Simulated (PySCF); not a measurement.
# C5H8FNO: a tour of settings

Aim: see how C5H8FNO (`O=C1NCC[C@@H]1CF`) answers to the choice of functional, basis, grid and SCF options, and what happens with inputs that are wrong on purpose.

The runs use PySCF 2.14.0, with density-fitted response routines of our own; the level of theory stands in each step. All values are computed, except where a source is named. Atoms are numbered from 0 throughout.

### 1 The molecule as given

16 atoms, charge 0, multiplicity 1; geometry from: GFN2-xTB.

Bonds of the start (Å): O0–C1 1.21, C1–N2 1.35, N2–C3 1.44, C3–C4 1.53, C4–C5 1.53, C5–C6 1.52, C6–F7 1.37, C5–C1 1.53, N2–H8 1.01, C3–H9 1.09, C3–H10 1.10, C4–H11 1.09, C4–H12 1.09, C5–H13 1.10, C6–H14 1.09, C6–H15 1.09.

### 2 TDDFT and polarisability: HF/def2-SVPD

What the job is given:

```
{"job": {"kind": "uv", "xc": "HF", "basis": "def2-SVPD", "nstates": 25, "ntriplets": 0, "tda": false, "grid": 0, "scf": {"max_cycle": 99}}, "charge": 0, "multiplicity": 1}
O      0.041159     2.428979     0.339216
C     -0.302176     1.285851     0.159701
N     -1.490560     0.748618     0.493819
C     -1.656599    -0.641539     0.141846
C     -0.214686    -1.108823    -0.093851
C      0.525846     0.171734    -0.488550
C      1.977665     0.242209    -0.044956
F      2.742704    -0.652270    -0.755353
H     -2.241324     1.303749     0.870295
H     -2.146766    -1.191108     0.948553
H     -2.263262    -0.741754    -0.767274
H      0.204632    -1.502068     0.833289
H     -0.149822    -1.882266    -0.855455
H      0.490788     0.323974    -1.572868
H      2.089617    -0.016260     1.012976
H      2.385186     1.239918    -0.232799
```

Method: TDDFT HF/def2-SVPD, vertical, gas phase, core orbitals frozen in the response.

Launch:

```
$ OMP_NUM_THREADS=1 python probes_run.py task.json out
```

One launch serves the whole session: the jobs run in the order shown.

Log:

```text
final grid: 13624 points
cycle   1  E = -422.2567653717  dE =  2.020e+00  |g| = 9.311e-01  |ddm| = 5.798e+00
cycle   2  E = -422.3804674335  dE = -1.237e-01  |g| = 6.943e-01  |ddm| = 2.112e+00
cycle   3  E = -422.4692572039  dE = -8.879e-02  |g| = 9.855e-02  |ddm| = 1.248e+00
cycle   4  E = -422.4723557328  dE = -3.099e-03  |g| = 3.389e-02  |ddm| = 2.571e-01
cycle   5  E = -422.4726987630  dE = -3.430e-04  |g| = 9.632e-03  |ddm| = 7.438e-02
cycle   6  E = -422.4727516040  dE = -5.284e-05  |g| = 4.745e-03  |ddm| = 2.848e-02
cycle   7  E = -422.4727674493  dE = -1.585e-05  |g| = 1.652e-03  |ddm| = 1.887e-02
cycle   8  E = -422.4727694822  dE = -2.033e-06  |g| = 4.650e-04  |ddm| = 7.047e-03
cycle   9  E = -422.4727696407  dE = -1.586e-07  |g| = 1.023e-04  |ddm| = 2.001e-03
cycle  10  E = -422.4727696476  dE = -6.886e-09  |g| = 3.244e-05  |ddm| = 3.966e-04
cycle  11  E = -422.4727696482  dE = -6.090e-10  |g| = 1.009e-05  |ddm| = 1.188e-04
converged SCF energy = -422.4727696482

Static polarisability (au): isotropic 62.856, principal 51.591 65.084 71.894

Singlet excitations
state   eV       nm        f      main configurations
  1   6.6952    185.2   0.00030   H-1->L+7 0.32, H-1->L+6 0.29
  2   8.0940    153.2   0.00183   H->L 0.63, H->L+2 0.16, H->L+5 0.08
  3   8.4683    146.4   0.23791   H->L+7 0.37, H->L+6 0.26, H->L+3 0.09
  4   9.3096    133.2   0.03678   H-1->L+2 0.30, H-1->L 0.26
  5   9.3854    132.1   0.02119   H->L+5 0.22, H->L 0.21, H->L+2 0.20
  6   9.4226    131.6   0.00704   H->L+1 0.20, H->L+4 0.19, H->L+2 0.18
  7   9.9461    124.7   0.04806   H->L+3 0.36, H->L+1 0.15, H->L+2 0.11
  8  10.3813    119.4   0.01395   H-1->L+3 0.51, H-1->L 0.11
  9  10.4420    118.7   0.00659   H-1->L 0.28, H-1->L+3 0.17, H-1->L+5 0.10
 10  10.6193    116.8   0.01355   H->L+6 0.14, H->L+1 0.11, H->L+5 0.10
 11  10.7224    115.6   0.02935   H->L+5 0.22, H-1->L+2 0.10
 12  10.7411    115.4   0.05441   H-1->L+5 0.14, H-1->L+1 0.12, H->L+6 0.12
 13  10.9415    113.3   0.02479   H-2->L 0.29, H-2->L+3 0.14, H-2->L+6 0.09
 14  11.0160    112.5   0.00432   H-3->L+1 0.19, H-3->L 0.12
 15  11.0919    111.8   0.08315   H->L+8 0.28, H-3->L 0.09
 16  11.1496    111.2   0.03957   H->L+1 0.09
 17  11.1819    110.9   0.03412   H->L+8 0.13, H-1->L+1 0.10
 18  11.2295    110.4   0.00310   H->L+8 0.10, H-7->L+7 0.10, H-3->L 0.10
 19  11.2651    110.1   0.00898   H-1->L+4 0.14
 20  11.3422    109.3   0.05540   H-3->L 0.10
 21  11.4565    108.2   0.06030
 22  11.5521    107.3   0.06722   H-3->L+3 0.14, H-2->L+3 0.14
 23  11.5542    107.3   0.04498   H->L+9 0.34
 24  11.6374    106.5   0.00692   H-1->L+6 0.19, H-1->L+7 0.15, H-1->L+4 0.10
 25  11.6922    106.0   0.04377   H-1->L+4 0.14, H-2->L+2 0.10, H-3->L+3 0.09
```

Wall time 36 s (1 thread of Intel Xeon at 2.70GHz, shared host); peak memory 0.78 GiB.

The cap on cycles was not reached: the SCF converged in 11 cycles.

The orbitals next to the gap, with their largest atomic shares:

```csv
orbital,eV,atoms
HOMO−3,-13.39,"C6 22 %, C5 17 %, C4 16 %"
HOMO−2,-13.33,"C5 19 %, C4 14 %, O0 12 %"
HOMO−1,-11.59,"O0 59 %, C5 12 %, C1 12 %"
HOMO,-10.97,"N2 42 %, O0 26 %, C3 10 %"
LUMO,2.43,"C3 27 %, H9 14 %, H10 11 %"
LUMO+1,3.08,"C6 21 %, H14 12 %, F7 10 %"
LUMO+2,3.13,"C1 18 %, O0 13 %, H12 12 %"
```

With each of the 25 states as a Gaussian band of 0.4 eV half-width at 1/e, the curve within the window shown has maxima at 146 nm (ε 9,700), 132 nm (ε 2,900), 109 nm (ε 15,000) L/(mol cm). Beyond the last state computed it falls off for lack of states. The curve at chosen wavelengths:

(nm, ε (L/mol/cm)): (103, 3145), (107, 13030), (111, 13860), (115, 8325), (119, 3774), (123, 2599), (127, 2574), (131, 2890), (135, 2628), (139, 3841), (143, 8035), (147, 9497), (151, 6004), (155, 2226), (159, 533), (163, 91), (167, 13), (171, 3), (175, 5), (179, 9), (183, 12), (187, 12), (191, 9), (195, 6), (199, 3), (203, 1)

Ground-state properties from the same run:

```csv
property,computed
dipole moment (D),4.34
polarisability (Å³),9.31
HOMO–LUMO gap (eV),13.40
−ε(HOMO) (eV),10.97
```

### 3 Nuclear shieldings: PBE0/pcSseg-1

Settings changed since step 2:

```diff
@@ -1,2 +1,2 @@
-{"job": {"kind": "uv", "xc": "HF", "basis": "def2-SVPD", "nstates": 25, "ntriplets": 0, "tda": false, "grid": 0, "scf": {"max_cycle": 99}}, "charge": 0, "multiplicity": 1}
+{"job": {"kind": "nmr", "xc": "PBE0", "basis": "pcSseg-1", "pop": false, "scf": {"conv": 1e-06}}, "charge": 0, "multiplicity": 1}
 O      0.041159     2.428979     0.339216
```

With the program's defaults for keys left out, this is: GIAO PBE0/pcSseg-1 NMR shielding, non-relativistic, gas phase.

Log:

```text
final grid: 132824 points
cycle   1  E = -424.5159254630  dE =  1.333e+00  |g| = 9.120e-01  |ddm| = 3.536e+00
cycle   2  E = -424.0403893806  dE =  4.755e-01  |g| = 1.818e+00  |ddm| = 2.534e+00
cycle   3  E = -424.6627214194  dE = -6.223e-01  |g| = 2.346e-01  |ddm| = 1.925e+00
cycle   4  E = -424.6725257698  dE = -9.804e-03  |g| = 8.862e-02  |ddm| = 2.280e-01
cycle   5  E = -424.6738311696  dE = -1.305e-03  |g| = 2.020e-02  |ddm| = 6.493e-02
cycle   6  E = -424.6739157506  dE = -8.458e-05  |g| = 6.369e-03  |ddm| = 2.204e-02
cycle   7  E = -424.6739240600  dE = -8.309e-06  |g| = 1.255e-03  |ddm| = 5.619e-03
cycle   8  E = -424.6739243707  dE = -3.107e-07  |g| = 4.543e-04  |ddm| = 1.530e-03
converged SCF energy = -424.6739243707

GIAO shielding tensors (ppm)
atom      isotropic    diamagn.    paramagn.     s11        s22        s33       span
  0 O      -54.128     398.999    -453.127   -342.152   -183.263    363.032    705.185
  1 C       12.614     246.587    -233.973    -73.717     42.297     69.261    142.978
  2 N      139.695     329.213    -189.518     35.800    142.364    240.922    205.122
  3 C      144.233     245.088    -100.856    127.215    136.759    168.724     41.509
  4 C      155.097     247.449     -92.353    137.011    157.049    171.230     34.219
  5 C      142.137     252.866    -110.729    126.688    138.474    161.249     34.561
  6 C       95.683     240.897    -145.214     61.667     81.437    143.945     82.278
  7 F      425.930     471.226     -45.295    379.697    432.490    465.604     85.907
  8 H       27.467      31.705      -4.238     22.247     24.397     35.757     13.510
  9 H       28.318      28.667      -0.349     24.191     26.119     34.645     10.454
 10 H       28.201      28.922      -0.721     23.520     26.335     34.748     11.229
 11 H       29.809      30.935      -1.126     24.793     29.148     35.485     10.691
 12 H       29.217      30.047      -0.830     25.077     27.601     34.974      9.897
 13 H       29.044      31.187      -2.143     26.368     27.535     33.229      6.861
 14 H       27.259      28.949      -1.689     23.224     28.665     29.888      6.664
 15 H       26.366      28.281      -1.916     21.673     27.852     29.572      7.900
```

Run time: 32 s. Hardware: 1 thread of Intel Xeon at 2.70GHz, shared host; peak memory 0.76 GiB.

Shifts follow as δ = σ(reference) − σ, with reference shieldings (ppm) from runs at the same level and on the same kind of geometry: ¹H TMS 31.72, ¹³C TMS 186.9, ¹⁹F CFCl3 170.9, ¹⁵N NH3 267.7, ¹⁷O H2O 336.1. The references are single molecules in the gas phase, so shifts against H2O, NH3, PH3, H3PO4 or CFCl3 are not on the usual liquid scales and can be off by tens of ppm.

```csv
atoms,environment,σ (ppm),δ (ppm),δ scaled to CDCl3
C1,amide carbonyl carbon,12.6,174.3,168.2
C6,sp3 CH2 bonded to F,95.7,91.2,87.1
C5,sp3 CH α to a carbonyl,142.1,44.8,41.8
C3,sp3 CH2 bonded to N,144.2,42.7,39.8
C4,sp3 CH2 in a ring,155.1,31.8,29.1
H15,hydrogen on an sp3 CH2 bonded to F,26.37,5.35,5.15
H14,hydrogen on an sp3 CH2 bonded to F,27.26,4.46,4.31
H8,hydrogen on an amide-type nitrogen,27.47,4.25,–
H10,hydrogen on an sp3 CH2 bonded to N,28.20,3.52,3.42
H9,hydrogen on an sp3 CH2 bonded to N,28.32,3.40,3.31
H13,hydrogen on an sp3 CH α to a carbonyl,29.04,2.67,2.63
H12,hydrogen on an sp3 CH2 in a ring,29.22,2.50,2.46
H11,hydrogen on an sp3 CH2 in a ring,29.81,1.91,1.90
O0,amide-type carbonyl oxygen,-54.1,390.2,–
N2,amide-type nitrogen,139.7,128.0,–
F7,fluorine on an sp3 carbon,425.9,-255.0,–
```

The scaled column applies a straight-line fit of computed shieldings to shifts measured in CDCl3, and one for carbons that bear F (root-mean-square error 0.16 ppm for H, 1.9 ppm for C).

Ring of atoms C1, N2, C3, C4, C5: NICS(0) -5.5, NICS(1) -3.1, NICS(1)zz -3.2 ppm (means of both faces).

### 4 Nuclear shieldings: PW91/pcseg-1

Settings changed since step 3:

```diff
@@ -1,2 +1,2 @@
-{"job": {"kind": "nmr", "xc": "PBE0", "basis": "pcSseg-1", "pop": false, "scf": {"conv": 1e-06}}, "charge": 0, "multiplicity": 1}
+{"job": {"kind": "nmr", "xc": "PW91", "basis": "pcseg-1", "pop": false, "scf": {"aux": "def2-universal-jkfit"}, "grid": 4}, "charge": 0, "multiplicity": 1}
 O      0.041159     2.428979     0.339216
```

Level: GIAO PW91/pcseg-1 NMR shielding, non-relativistic, gas phase.

Log:

```text
final grid: 353680 points
cycle   1  E = -424.7780474470  dE =  1.111e+00  |g| = 9.297e-01  |ddm| = 4.069e+00
cycle   2  E = -423.5708147428  dE =  1.207e+00  |g| = 2.482e+00  |ddm| = 4.199e+00
cycle   3  E = -424.9073877841  dE = -1.337e+00  |g| = 4.580e-01  |ddm| = 3.633e+00
cycle   4  E = -424.9495708103  dE = -4.218e-02  |g| = 1.715e-01  |ddm| = 5.884e-01
cycle   5  E = -424.9547308227  dE = -5.160e-03  |g| = 6.247e-02  |ddm| = 1.668e-01
cycle   6  E = -424.9555770710  dE = -8.462e-04  |g| = 1.678e-02  |ddm| = 7.268e-02
cycle   7  E = -424.9556420064  dE = -6.494e-05  |g| = 4.066e-03  |ddm| = 1.987e-02
cycle   8  E = -424.9556456400  dE = -3.634e-06  |g| = 1.123e-03  |ddm| = 5.159e-03
cycle   9  E = -424.9556459134  dE = -2.734e-07  |g| = 2.942e-04  |ddm| = 1.253e-03
cycle  10  E = -424.9556459221  dE = -8.703e-09  |g| = 2.081e-04  |ddm| = 4.317e-04
cycle  11  E = -424.9556459299  dE = -7.840e-09  |g| = 3.361e-05  |ddm| = 1.993e-04
cycle  12  E = -424.9556459302  dE = -2.236e-10  |g| = 6.345e-06  |ddm| = 4.774e-05
converged SCF energy = -424.9556459302

GIAO shielding tensors (ppm)
atom      isotropic    diamagn.    paramagn.     s11        s22        s33       span
  0 O      -23.335     398.830    -422.165   -292.097   -137.894    359.987    652.084
  1 C       25.987     249.582    -223.596    -51.920     56.006     73.874    125.794
  2 N      141.793     327.857    -186.064     49.234    146.357    229.789    180.555
  3 C      146.801     246.041     -99.240    128.454    139.367    172.582     44.128
  4 C      157.339     247.557     -90.218    138.148    158.979    174.890     36.742
  5 C      141.698     253.088    -111.390    124.395    139.430    161.268     36.873
  6 C       97.288     241.231    -143.942     61.666     83.730    146.468     84.803
  7 F      414.953     471.265     -56.312    367.384    423.710    453.765     86.381
  8 H       27.737      31.643      -3.906     23.182     24.669     35.360     12.177
  9 H       28.327      28.609      -0.282     24.509     26.307     34.166      9.656
 10 H       28.187      28.934      -0.747     23.736     26.486     34.341     10.606
 11 H       29.796      31.157      -1.361     25.034     29.329     35.024      9.989
 12 H       29.197      30.118      -0.921     25.321     27.839     34.433      9.112
 13 H       29.180      31.673      -2.493     26.902     27.801     32.837      5.935
 14 H       27.109      29.296      -2.187     23.133     28.534     29.661      6.527
 15 H       26.343      28.479      -2.136     21.905     27.840     29.284      7.379
```

It took 81 s on 1 thread of Intel Xeon at 2.70GHz, shared host; peak memory 0.65 GiB.

This run: δ C1 165.8, C6 94.5, C5 50.1, C3 45.0, H15 5.44, H14 4.67 ppm.

### 5 Ultraviolet spectrum: HF/ANO-RCC-VDZP

Settings changed since step 4:

```diff
@@ -1,2 +1,2 @@
-{"job": {"kind": "nmr", "xc": "PW91", "basis": "pcseg-1", "pop": false, "scf": {"aux": "def2-universal-jkfit"}, "grid": 4}, "charge": 0, "multiplicity": 1}
+{"job": {"kind": "uv", "xc": "HF", "basis": "ANO-RCC-VDZP", "nstates": 25, "ntriplets": 2, "tda": false, "scf": {"guess": "huckel"}}, "charge": 0, "multiplicity": 1}
 O      0.041159     2.428979     0.339216
```

With the program's defaults for keys left out, this is: TDDFT HF/ANO-RCC-VDZP, vertical, gas phase, core orbitals frozen in the response.

Log:

```text
final grid: 132824 points
cycle   1  E = -421.5836759538  dE = -2.443e+00  |g| = 2.530e+00  |ddm| = 5.449e+00
cycle   2  E = -422.1338034035  dE = -5.501e-01  |g| = 1.938e+00  |ddm| = 3.378e+00
cycle   3  E = -422.8817464545  dE = -7.479e-01  |g| = 1.448e-01  |ddm| = 1.588e+00
cycle   4  E = -422.8880756866  dE = -6.329e-03  |g| = 7.218e-02  |ddm| = 2.573e-01
cycle   5  E = -422.8893094529  dE = -1.234e-03  |g| = 1.507e-02  |ddm| = 7.148e-02
cycle   6  E = -422.8894119256  dE = -1.025e-04  |g| = 6.251e-03  |ddm| = 2.883e-02
cycle   7  E = -422.8894290671  dE = -1.714e-05  |g| = 2.343e-03  |ddm| = 1.144e-02
cycle   8  E = -422.8894325981  dE = -3.531e-06  |g| = 8.152e-04  |ddm| = 6.044e-03
cycle   9  E = -422.8894330361  dE = -4.380e-07  |g| = 3.053e-04  |ddm| = 2.247e-03
cycle  10  E = -422.8894330970  dE = -6.091e-08  |g| = 9.436e-05  |ddm| = 8.847e-04
cycle  11  E = -422.8894331031  dE = -6.061e-09  |g| = 2.501e-05  |ddm| = 3.059e-04
cycle  12  E = -422.8894331034  dE = -3.881e-10  |g| = 8.376e-06  |ddm| = 7.659e-05
converged SCF energy = -422.8894331034

Static polarisability (au): isotropic 57.984, principal 45.910 60.588 67.455

Singlet excitations
state   eV       nm        f      main configurations
  1   6.7433    183.9   0.00042   H-1->L+6 0.31, H-1->L+5 0.24, H-1->L+4 0.20
  2   7.8017    158.9   0.00164   H->L 0.68, H->L+2 0.14, H->L+3 0.09
  3   8.6628    143.1   0.24873   H->L+6 0.26, H->L+5 0.22, H->L+4 0.21
  4   9.2556    134.0   0.02926   H->L+3 0.33, H->L 0.22, H->L+2 0.18
  5   9.4628    131.0   0.04863   H-1->L 0.69, H-1->L+3 0.21
  6   9.7229    127.5   0.07606   H->L+1 0.73, H->L+3 0.09
  7  10.2406    121.1   0.01553   H->L+2 0.37, H->L+3 0.15, H-1->L+2 0.13
  8  10.3624    119.6   0.00996   H-1->L+1 0.38, H-1->L+2 0.28
  9  10.5301    117.7   0.05350   H-1->L+3 0.57, H-1->L 0.17, H-3->L 0.08
 10  10.6848    116.0   0.01112   H-1->L+1 0.35, H-1->L+2 0.32, H-2->L 0.12
 11  10.7669    115.2   0.00715   H-2->L 0.38, H-2->L+2 0.13, H-1->L+1 0.12
 12  10.9261    113.5   0.01636   H-3->L 0.45, H-3->L+2 0.15
 13  11.1407    111.3   0.09780   H-2->L+3 0.15, H-4->L 0.12, H-2->L+2 0.10
 14  11.2490    110.2   0.05079   H-7->L+6 0.15, H-2->L+1 0.13, H-7->L+5 0.10
 15  11.2683    110.0   0.01273   H-2->L+1 0.17, H-3->L+1 0.17
 16  11.3731    109.0   0.13223   H-3->L+1 0.25, H-3->L+3 0.09
 17  11.4628    108.2   0.11241   H->L+5 0.17, H-2->L+1 0.14, H->L+4 0.11
 18  11.5304    107.5   0.08163   H-3->L+1 0.17, H->L+5 0.11
 19  11.5986    106.9   0.07843   H->L+6 0.18, H->L+4 0.17
 20  11.6902    106.1   0.04838   H->L+7 0.18, H->L+10 0.17
 21  11.8018    105.1   0.09799   H->L+6 0.28, H->L+5 0.13
 22  12.0279    103.1   0.02892   H-5->L 0.17, H-3->L+4 0.08
 23  12.1116    102.4   0.03228   H-2->L+2 0.21, H-2->L 0.10
 24  12.2664    101.1   0.01605   H-3->L+3 0.20
 25  12.3065    100.7   0.03247   H-1->L+4 0.18, H-1->L+5 0.17

Triplet excitations (Tamm-Dancoff, eV): 6.0432 6.3069
```

Wall time 24 s (1 thread of Intel Xeon at 2.70GHz, shared host); peak memory 0.71 GiB.

This run: HOMO -10.93 eV, LUMO 2.06 eV; lowest singlet 6.74 eV.

### 6 Shielding tensors: PBE00/SBKJC-VDZ

Settings changed since step 5:

```diff
@@ -1,2 +1,2 @@
-{"job": {"kind": "uv", "xc": "HF", "basis": "ANO-RCC-VDZP", "nstates": 25, "ntriplets": 2, "tda": false, "scf": {"guess": "huckel"}}, "charge": 0, "multiplicity": 1}
+{"job": {"kind": "nmr", "xc": "PBE00", "basis": "SBKJC-VDZ", "pop": true, "scf": {"level_shift": 2.0, "max_cycle": 58}, "gauge": [2, 0, 0]}, "charge": 0, "multiplicity": 1}
 O      0.041159     2.428979     0.339216
```

Level: PBE00/SBKJC-VDZ.

Log:

```text
KeyError: "LibXCFunctional: name 'PBE00' not found."
```

Wall time 0.27 s (1 thread of Intel Xeon at 2.70GHz, shared host).

**What went wrong.** No functional is called PBE00: the name is misspelt. Cure: type the name correctly.

### 7 Comparing the runs: electronic excitations

Excitations and ground-state properties, with basis size and wall time:

```csv
run,lowest singlet (eV),brightest (eV),f,gap (eV),α (Å³),μ (D),functions,time
HF/def2-SVPD,6.70,8.47,0.238,13.40,9.31,4.34,230,36 s
HF/ANO-RCC-VDZP,6.74,8.66,0.249,12.98,8.59,4.41,152,24 s
```

### 8 Comparing the runs: NMR shifts

Shifts (ppm) of some atoms, chosen among heavy atoms and hydrogens apart, with basis size and wall time:

```csv
run,C1,C6,C5,H14,H8,O0,F7,functions,time
PBE0/pcSseg-1,174.3,91.2,44.8,4.46,4.25,390.2,-255.0,176,32 s
PW91/pcseg-1,165.8,94.5,50.1,4.67,4.04,362.2,-263.9,152,81 s
```

### 9 Results

| quantity | value |
| --- | --- |
| lowest singlet (HF/def2-SVPD) | 6.70 eV (185 nm), f = 0.000 |
| brightest single state of those computed | state 3, 8.47 eV, f = 0.238 |
| ¹³C shifts against TMS (PBE0/pcSseg-1) | 174.3, 91.2, 44.8, 42.7, 31.8 ppm |
| ¹H shifts against TMS (PBE0/pcSseg-1) | 5.35, 4.46, 4.25, 3.52, 3.40, 2.67, 2.50, 1.91 ppm |
| ¹⁷O shifts against H2O (PBE0/pcSseg-1) | 390.2 ppm |
| ¹⁵N shifts against NH3 (PBE0/pcSseg-1) | 128.0 ppm |
| ¹⁹F shifts against CFCl3 (PBE0/pcSseg-1) | -255.0 ppm |
| range of the lowest singlet | 6.70 to 6.74 eV |
| range of the shift of O0 | 362.2 to 390.2 ppm |
| property runs in this session | 5, of which 1 failed and 0 gave unsound results |

What this shows: Single values in the summary come from the first run of each kind that ended normally (HF/def2-SVPD; PBE0/pcSseg-1), which need not be the best level. The first singlet state (HOMO−1→LUMO+7 0.32, HOMO−1→LUMO+6 0.29) lies at 6.70 eV and is dark; of the 25 states computed, the strongest absorption comes from state 3 at 8.47 eV. The most deshielded carbon is C1 (amide carbonyl carbon), at 174.3 ppm: it is a carbonyl in resonance with an O or N lone pair, the region of acids, esters and amides. At PBE0/pcSseg-1: Shielding is most anisotropic at O0 (span 705 ppm, paramagnetic term -453 ppm). The lowest singlet runs from 6.70 eV (HF/def2-SVPD) to 6.74 eV (HF/ANO-RCC-VDZP), while the orbital gap spans 12.98 to 13.40 eV. The lowest state need not be the same one in every run. Across the 2 runs the shift of O0 moves most, between 362.2 (PW91/pcseg-1) and 390.2 ppm (PBE0/pcSseg-1).
